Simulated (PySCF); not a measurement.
# NMgFH2 in PySCF: a series of runs

Aim: see how the results for NMgFH2 move with the level of theory and the settings. Levels: TPSSh+D3, AM05+D4, PBEsol+D4. Tasks: atomic charges.

All numbers are computed with PySCF 2.14.0; they aren't measurements. Logs are shortened: lines on timing, memory, paths and dates and some standing lists are left out, and cuts for length are marked.

## 1. The molecule as given

The cell holds a molecule in a box, 5 atoms: a = 13.000 Å, b = 13.000 Å, c = 11.000 Å, α = 90.00°, β = 90.00°, γ = 90.00°.

## 2. Atomic charges, TPSSh+D3

Input file run.py:

```python
import json
import numpy as np
from pyscf.pbc import gto, scf, dft, df

cell = gto.Cell()
cell.a = '''
 13.0000000000    0.0000000000    0.0000000000
  0.0000000000   13.0000000000    0.0000000000
  0.0000000000    0.0000000000   11.0000000000'''
cell.atom = '''
N    5.7217500600    7.3537999600    5.4088999800
Mg   6.9403500400    6.0034000000    5.8678999500
F    8.0805500100    4.7399999400    6.2972000300
H    5.7229499600    8.3019999400    5.7528000200
H    4.9454499900    7.2666999600    4.7707999900'''
cell.unit = 'A'
cell.basis = 'def2-svp'
cell.exp_to_discard = 0
cell.precision = 1e-08
cell.max_memory = 2520  # MB
cell.verbose = 4
cell.build()

res = {}
from pyscf.dispersion import dftd3
d = dftd3.DFTD3Dispersion(cell, xc='tpssh', version='d3zero', atm=False).get_dispersion(grad=True)
print('dispersion energy = %.10f' % d['energy'])
res['e_disp'] = float(d['energy'])

kpts = cell.make_kpts([1, 1, 1])
mf = dft.KRKS(cell, kpts, xc='tpssh', exxdiv='ewald')
mf = mf.density_fit()
mf.with_df._cderi = 'cderi.h5'  # three-centre integrals saved by an earlier run on this cell, basis and mesh
mf.conv_tol = 1e-07
mf.max_cycle = 60

mf.kernel()
res.update(converged=bool(mf.converged), e_tot=mf.e_tot, nelec=cell.nelectron, nao=cell.nao, mesh=list(map(int, cell.mesh)), a=cell.lattice_vectors().tolist(), coords=cell.atom_coords().tolist(),
           mo_energy=[np.real(x).tolist() for x in mf.mo_energy], mo_occ=[np.real(x).tolist() for x in mf.mo_occ])
res.update(kpts=cell.get_scaled_kpts(kpts).tolist())
res['parts'] = {k: float(np.real(v)) for k, v in mf.scf_summary.items() if np.isscalar(v)}
json.dump(res, open('results.json', 'w'))
if not mf.converged:
    raise SystemExit('SCF not converged')

print('levels (eV)')
for i, kp in enumerate(res['kpts'][:40]):
    print('k %7.4f %7.4f %7.4f  ' % tuple(kp), ' '.join('%.3f' % (x * 27.211386) for x in res['mo_energy'][i][:20]))

# Mulliken populations
dm, s = np.asarray(mf.make_rdm1()), np.asarray(mf.get_ovlp())
sites = cell.aoslice_by_atom()[:, 2:]
tot = np.einsum('kij,kji->i', dm, s).real / len(kpts)
res['mulliken'] = [cell.atom_charge(i) - tot[a0:a1].sum() for i, (a0, a1) in enumerate(sites)]
print('Mulliken charges', np.round(res['mulliken'], 5))
res['meta_lowdin'] = mf.mulliken_meta()[1].tolist()
res['done'] = True
json.dump(res, open('results.json', 'w'))
```

Potentials or basis: def2-svp (all-electron).

Started as:

```sh
$ OMP_NUM_THREADS=2 python -u run.py > log
```

Standard output:

```text
Discarded 0 diffused primitive functions, 0 contracted functions

PySCF version 2.14.0

[INPUT] verbose = 4
[INPUT] num. atoms = 5
[INPUT] num. electrons = 30
[INPUT] charge = 0
[INPUT] spin (= nelec alpha-beta = 2S) = 0
[INPUT] symmetry False subgroup None
[INPUT] Mole.unit = A
[INPUT] Symbol           X                Y                Z      unit          X                Y                Z       unit  Magmom
[INPUT]  1 N      5.721750060000   7.353799960000   5.408899980000 AA   10.812540566614  13.896667899238  10.221339597365 Bohr   0.0
[INPUT]  2 Mg     6.940350040000   6.003400000000   5.867899950000 AA   13.115360784214  11.344781816214  11.088723831849 Bohr   0.0
[INPUT]  3 F      8.080550010000   4.739999940000   6.297200030000 AA   15.270026454751   8.957301717055  11.899983408303 Bohr   0.0
[INPUT]  4 H      5.722949960000   8.301999940000   5.752800020000 AA   10.814808048991  15.688506172756  10.871216487192 Bohr   0.0
[INPUT]  5 H      4.945449990000   7.266699960000   4.770799990000 AA    9.345546043833  13.732072753788   9.015505376178 Bohr   0.0

nuclear repulsion = 26.6647126814263
number of shells = 26
number of NR pGTOs = 98
number of NR cGTOs = 56
basis = def2-svp
ecp = {}
lattice vectors  a1 [24.566439619, 0.000000000, 0.000000000]
                 a2 [0.000000000, 24.566439619, 0.000000000]
                 a3 [0.000000000, 0.000000000, 20.786987370]
dimension = 3
low_dim_ft_type = None
Cell volume = 12545.2
exp_to_discard = 0
rcut = 36.92792914336489 (nimgs = [2 2 2])
precision = 1e-08
pseudo = None
ke_cutoff = 341772.77450745716
    = [6467 6467 5473] mesh (228892293097 PWs)
dispersion energy = -0.0014315947

******** <class 'pyscf.pbc.dft.krks.KRKS'> ********
method = KRKS
initial guess = minao
damping factor = 0
level_shift factor = 0
DIIS = <class 'pyscf.scf.diis.CDIIS'>
diis_start_cycle = 1
diis_space = 8
diis_damp = 0
SCF conv_tol = 1e-07
SCF conv_tol_grad = None
SCF max_cycles = 60
direct_scf = True
direct_scf_tol = 1e-13

******** PBC SCF flags ********
N kpts = 1
Exchange divergence treatment (exxdiv) = ewald
    madelung (= occupied orbital energy shift) = 0.12095704282831034
    Total energy shift due to Ewald probe charge = -1/2 * Nelec*madelung = -1.81435564242
DF object = <pyscf.pbc.df.df.GDF object>
XC functionals = tpssh
small_rho_cutoff = 0
radial grids:
    Treutler-Ahlrichs [JCP 102, 346 (1995); DOI:10.1063/1.469408] (M4) radial grids

becke partition: Becke, JCP 88, 2547 (1988); DOI:10.1063/1.454033
pruning grids: <function nwchem_prune>
grids dens level: 3
symmetrized grids: False
atomic radii adjust function: <function treutler_atomic_radii_adjust>
Set gradient conv threshold to 0.000316228

******** <class 'pyscf.pbc.df.rsdf_builder._RSNucBuilder'> ********
mesh = [45 45 39] (78975 PWs)
ke_cutoff = 15.830355360444626
omega = 0.5009322609352015
exclude_d_aux = False
exclude_dd_block = True
j2c_eig_always = False
has_long_range = True
tot grids = 66330
cell vol = 12545.1538  sum(weights) = 12563.4201
nelec by numeric integration = 30.000004372329073
init E= -355.625373428962
  HOMO = -0.297443799785  LUMO = -0.0893114794625  gap/eV = 5.66357
nelec by numeric integration = 30.000003674180412
cycle= 1 E= -355.475551418976  delta_E= 0.15  |g|= 0.895  |ddm|= 2.34
  HOMO = -0.0698402954876  LUMO = -0.0123975497678  gap/eV = 1.56310
nelec by numeric integration = 30.00000115711486
cycle= 2 E= -354.777770050258  delta_E= 0.698  |g|= 2.05  |ddm|= 2.09
  HOMO = -0.188591020501  LUMO = -0.042658013395  gap/eV = 3.97104
nelec by numeric integration = 30.00000313329536
cycle= 3 E= -355.636982020028  delta_E= -0.859  |g|= 0.143  |ddm|= 1.49
  HOMO = -0.216671196401  LUMO = -0.0431143127341  gap/eV = 4.72272
nelec by numeric integration = 30.00000341043578
cycle= 4 E= -355.637651698197  delta_E= -0.00067  |g|= 0.129  |ddm|= 0.19
  HOMO = -0.198595300055  LUMO = -0.0405735201294  gap/eV = 4.29999
nelec by numeric integration = 30.000003250638777
cycle= 5 E= -355.641205578063  delta_E= -0.00355  |g|= 0.00832  |ddm|= 0.0967
  HOMO = -0.199543985452  LUMO = -0.0401975991537  gap/eV = 4.33604
nelec by numeric integration = 30.000003260770256
cycle= 6 E= -355.641222629077  delta_E= -1.71e-05  |g|= 0.00178  |ddm|= 0.00783
  HOMO = -0.199593034176  LUMO = -0.0402380026677  gap/eV = 4.33627
nelec by numeric integration = 30.00000326000584
cycle= 7 E= -355.641223219821  delta_E= -5.91e-07  |g|= 0.000105  |ddm|= 0.00121
  HOMO = -0.199604242099  LUMO = -0.0402377100144  gap/eV = 4.33658
nelec by numeric integration = 30.000003259978733
cycle= 8 E= -355.641223222308  delta_E= -2.49e-09  |g|= 1.75e-05  |ddm|= 0.00011
  HOMO = -0.19961031456  LUMO = -0.0402382297803  gap/eV = 4.33674
nelec by numeric integration = 30.00000326002623
Extra cycle  E= -355.641223222171  delta_E= 1.36e-10  |g|= 3.16e-05  |ddm|= 3.44e-05
converged SCF energy = -355.641223222171
levels (eV)
k  0.0000  0.0000  0.0000   -1270.766 -666.804 -386.410 -82.562 -48.886 -48.840 -48.693 -27.458 -20.423 -11.303 -9.211 -8.590 -8.310 -8.300 -5.432 -1.095 0.455 0.931 2.148 3.248
Mulliken charges [-0.58259  0.82193 -0.4891   0.12502  0.12473]
 ** Mulliken pop on meta-lowdin orthogonal AOs **
 ** Mulliken pop  **
pop of  0 N 1s            1.99992
pop of  0 N 2s            1.42629
pop of  0 N 3s            0.01089
pop of  0 N 2px           1.55062
pop of  0 N 2py           1.39754
pop of  0 N 2pz           1.59681
pop of  0 N 3px           0.01631
pop of  0 N 3py           0.00792
pop of  0 N 3pz           0.02101
pop of  0 N 3dxy          0.00009
pop of  0 N 3dyz          0.00050
pop of  0 N 3dz^2         0.00029
pop of  0 N 3dxz          0.00151
pop of  0 N 3dx2-y2       0.00121
pop of  1 Mg 1s           1.99999
pop of  1 Mg 2s           1.99981
pop of  1 Mg 3s           0.35235
pop of  1 Mg 4s           0.01010
pop of  1 Mg 2px          1.99986
pop of  1 Mg 2py          1.99987
pop of  1 Mg 2pz          1.99981
pop of  1 Mg 3px          0.05300
pop of  1 Mg 3py          0.02989
pop of  1 Mg 3pz          0.07631
pop of  1 Mg 4px          0.00454
pop of  1 Mg 4py          0.00547
pop of  1 Mg 4pz          0.00121
pop of  1 Mg 3dxy         0.00325
pop of  1 Mg 3dyz         0.01515
pop of  1 Mg 3dz^2        0.00508
pop of  1 Mg 3dxz         0.00875
pop of  1 Mg 3dx2-y2      0.02200
pop of  2 F 1s            1.99997
pop of  2 F 2s            1.94925
pop of  2 F 3s            0.00345
pop of  2 F 2px           1.93267
pop of  2 F 2py           1.92802
pop of  2 F 2pz           1.94863
pop of  2 F 3px           0.00280
pop of  2 F 3py           0.00276
pop of  2 F 3pz           0.00294
pop of  2 F 3dxy          0.00055
pop of  2 F 3dyz          0.00030
pop of  2 F 3dz^2         0.00022
pop of  2 F 3dxz          0.00025
pop of  2 F 3dx2-y2       0.00047
pop of  3 H 1s            0.79388
pop of  3 H 2s            0.00880
pop of  3 H 2px           0.00057
pop of  3 H 2py           0.00105
pop of  3 H 2pz           0.00081
pop of  4 H 1s            0.79408
pop of  4 H 2s            0.00879
pop of  4 H 2px           0.00107
pop of  4 H 2py           0.00031
pop of  4 H 2pz           0.00105
 ** Mulliken atomic charges  **
charge of    0N =     -1.03088
charge of    1Mg =      1.41355
charge of    2F =     -0.77228
charge of    3H =      0.19490
charge of    4H =      0.19471
```

Run time: 11 s. Hardware: 2 threads of Intel Xeon at 2.70GHz, shared host; peak memory 1.9 GiB.

What came out:

* Free energy: -9677.5296 eV
* Gap between the frontier levels: 4.34 eV
* Meta-löwdin charges: N -1.03; Mg +1.41; F -0.77; H +0.19 e
* Dispersion energy per atom: -0.008 eV

Levels at points of the mesh, in eV from the valence-band top:
```tsv
k point	band 10	band 11	band 12	band 13	band 14	band 15	band 16	band 17	band 18	band 19
(0.00, 0.00, 0.00)	-5.87	-3.78	-3.16	-2.88	-2.87	0.00	4.34	5.89	6.36	7.58
```

Caveat: this is a molecule in a periodic box at the Γ point, so its band gap is the HOMO-LUMO gap; the energy listed adds the dispersion energy to the SCF energy of the log; population charges move with the basis; the basis of atomic orbitals isn't converged, which shifts pressures, moduli and gaps.

## 3. Atomic charges, AM05+D4

run.py: that of step 2 with these lines changed.

```diff
@@ -24,4 +24,4 @@
 res = {}
-from pyscf.dispersion import dftd3
-d = dftd3.DFTD3Dispersion(cell, xc='tpssh', version='d3zero', atm=False).get_dispersion(grad=True)
+from pyscf.dispersion import dftd4
+d = dftd4.DFTD4Dispersion(cell, xc='am05', atm=True).get_dispersion(grad=True)
 print('dispersion energy = %.10f' % d['energy'])
@@ -30,3 +30,3 @@
 kpts = cell.make_kpts([1, 1, 1])
-mf = dft.KRKS(cell, kpts, xc='tpssh', exxdiv='ewald')
+mf = dft.KRKS(cell, kpts, xc='GGA_X_AM05,GGA_C_AM05')
 mf = mf.density_fit()
```

Potentials or basis: def2-svp (all-electron).

Started as:

```sh
$ OMP_NUM_THREADS=2 python -u run.py > log
```

Wall time 9.2 s (2 threads of Intel Xeon at 2.70GHz, shared host); peak memory 1.9 GiB.

The run converged. Its results:

| Quantity | Value |
| --- | --- |
| Free energy | -9631.6148 eV |
| Gap between the frontier levels | 3.35 eV |
| Meta-löwdin charges | N -1.02; Mg +1.36; F -0.75; H +0.20 e |
| Dispersion energy per atom | -0.003 eV |

Levels at points of the mesh, in eV from the valence-band top:
| k point | band 12 | band 13 | band 14 | band 15 | band 16 | band 17 | band 18 | band 19 |
| --- | --- | --- | --- | --- | --- | --- | --- | --- |
| (0.00, 0.00, 0.00) | -2.98 | -2.63 | -2.61 | 0.00 | 3.35 | 4.92 | 5.37 | 6.56 |

Caveat: the D4 parameters stored for this functional may belong to another; this is a molecule in a periodic box at the Γ point, so its band gap is the HOMO-LUMO gap; the energy listed adds the dispersion energy to the SCF energy of the log; population charges move with the basis; the basis of atomic orbitals isn't converged, which shifts pressures, moduli and gaps. Expect the measured gap to be larger: semilocal functionals such as AM05 lack the derivative discontinuity.

## 4. Atomic charges, PBEsol+D4

run.py: that of step 3 with these lines changed.

```diff
@@ -25,3 +25,3 @@
 from pyscf.dispersion import dftd4
-d = dftd4.DFTD4Dispersion(cell, xc='am05', atm=True).get_dispersion(grad=True)
+d = dftd4.DFTD4Dispersion(cell, xc='pbesol', atm=True).get_dispersion(grad=True)
 print('dispersion energy = %.10f' % d['energy'])
@@ -30,3 +30,3 @@
 kpts = cell.make_kpts([1, 1, 1])
-mf = dft.KRKS(cell, kpts, xc='GGA_X_AM05,GGA_C_AM05')
+mf = dft.KRKS(cell, kpts, xc='pbesol')
 mf = mf.density_fit()
```

Started as:

```sh
$ OMP_NUM_THREADS=2 python -u run.py > log
```

It took 9.7 s on 2 threads of Intel Xeon at 2.70GHz, shared host; peak memory 1.9 GiB.

Results (log left out):

* Free energy: -9647.4333 eV
* Gap between the frontier levels: 3.31 eV
* Meta-löwdin charges: N -1.02; Mg +1.35; F -0.74; H +0.20 e
* Dispersion energy per atom: -0.003 eV

Levels at points of the mesh, in eV from the valence-band top:
```csv
k point,band 12,band 13,band 14,band 15,band 16,band 17,band 18,band 19
"(0.00, 0.00, 0.00)",-2.98,-2.62,-2.61,0.00,3.31,4.88,5.35,6.51
```

Caveat: the D4 parameters stored for this functional may belong to another; this is a molecule in a periodic box at the Γ point, so its band gap is the HOMO-LUMO gap; the energy listed adds the dispersion energy to the SCF energy of the log; population charges move with the basis; the basis of atomic orbitals isn't converged, which shifts pressures, moduli and gaps.

## 5. The runs side by side

| level | three-body dispersion term | exxdiv | gap on the mesh (eV) |
| --- | --- | --- | --- |
| TPSSh+D3 | no | ewald | 4.34 |
| AM05+D4 | yes | - | 3.35 |
| PBEsol+D4 | yes | - | 3.31 |

Alike in all rows: task atomic charges; potentials or basis def2-svp (all-electron); no spin polarisation; cell as given; k mesh 1 × 1 × 1; smearing fixed.

Caveats: this is a molecule in a periodic box at the Γ point, so its band gap is the HOMO-LUMO gap; the basis of atomic orbitals isn't converged, which shifts pressures, moduli and gaps; the D4 parameters stored for this functional may belong to another (some runs).

Absolute energies hang on the potentials; compare differences alone.
